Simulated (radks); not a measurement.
**Spin polarisation of the 4d shell in Mo²⁺**

The task here is to estimate one member of a computed series from the others.

The numbers are computed with radks (a radial shooting solver on a logarithmic mesh, Libxc functionals) version 1 (scalar-relativistic Kohn-Sham, PBE, spin-polarised, spherical densities, finite nucleus), except any that are marked as measured or tabulated.

## Starting point

```
element            : molybdenum (Z = 42)
charge             : +2
electrons          : 40
configuration      : [Kr] 4d(up 2, down 2)
nuclear rms radius : 4.4091 fm
```

A shell typed twice in an input gives spin up, then spin down.

The first run:

Settings of this run:

```text
Z 42
configuration [Kr] 4d2 4d2
relativity scalar-relativistic
functional pbe,pbe
spin polarised
nucleus finite rms 4.4091 fm
c 137.035999084
```

Steps of the session up to this table: No moment.

One table of the session follows, with a row left open; its other results are not shown here.

It belongs to the step «No moment». Radial moments (bohr):

```
level     <r>  outermost maximum (interpolated)  90 % within  nodes
   2s  0.1537                             0.130        0.237      1
   2p  0.1340                             0.104        0.218      0
   3s  0.4289                             0.384        0.634      2
   3p       ?                                 ?            ?      ?
   3d  0.4152                             0.323        0.664      0
   4s   1.104                             0.989         1.61      3
   4p   1.227                              1.07         1.82      2
   4d   1.726                              1.35         2.72      1
```

**Question.** Estimate the row for 3p.

As computed: <r>: 0.4306; outermost maximum (interpolated): 0.377; 90 % within: 0.651; nodes: 1. In the column «<r>» it lies between 3s (0.4289) and 4s (1.104).
